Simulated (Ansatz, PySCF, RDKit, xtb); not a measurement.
**Isomers of C4H4BrN, a sample narrowed down**

A sample of isomers of C4H4BrN is drawn. Aim: find which of them has the lowest free energy at 298.15 K, then its properties. The sample is small against all isomers, and the most stable one of this formula need not be in it.

Plan: many cheap relaxations first (GFN2-xTB), then density-functional screening, relaxation at PBE0-D3(BJ)/def2-SVP, vibrations (at GFN2-xTB) and a final energy. The numbers are computed, not measured.

## 1. Drawing up candidates

Isomers were taken from a list of plausible structures; this is a sample, not all of them. That gives 5 candidates.

```tsv
label	SMILES	spin
c028	C=NC1=C(Br)C1	singlet
c195	N#C/C=C/CBr	singlet
c499	BrC1=CCC=N1	singlet
c893	C/C(Br)=C\C#N	singlet
c940	N#C[C@@H]1C[C@@H]1Br	singlet
```

Candidates are built by distance geometry, with a force field where one applies, in up to four conformers (letters a to d).

Q: Predict the outcome of this search (final energies at CCSD(T)/def2-SVP + MP2/def2-TZVPP - MP2/def2-SVP).

| quantity | value |
| --- | --- |
| lowest structure found | C/C(Br)=C\C#N, singlet |
| next finalist | N#C/C=C/CBr, singlet, 2.9 kcal/mol higher in G |
| share at equilibrium, among the finalists | 99.3 % |
| dipole moment (PBE0/def2-SVPD) | 3.13 D |
| HOMO energy (PBE0/def2-SVPD) | -7.83 eV |
| LUMO energy (PBE0/def2-SVPD) | -1.86 eV |
| HOMO–LUMO gap (PBE0/def2-SVPD) | 5.97 eV |
| lowest excitation (TD-PBE0/def2-SVPD) | 5.49 eV (f = 0.395) |
| lowest triplet excitation, same level, Tamm-Dancoff | 3.39 eV |
| vertical ionisation energy | 9.75 eV |
| vertical electron affinity | 0.08 eV |
| vertical triplet less singlet | +3.38 eV |

The search ends on `C/C(Br)=C\C#N`. The margin, 2.9 kcal/mol, is modest. HF/STO-3G, r2SCAN-D4/def2-SVP, HF/def2-SVP and MP2/def2-SVP already put its bonding pattern lowest among the structures in one piece; GFN2-xTB and PBE0-D3(BJ)/def2-SVP favour the singlet BrC1=CCC=N1. Lowest found is not proven lowest: the search is finite, and each finalist counts with one conformer. Only 5 drawn patterns were tried, so whole families of isomers are missing, and the result ranks this sample alone.
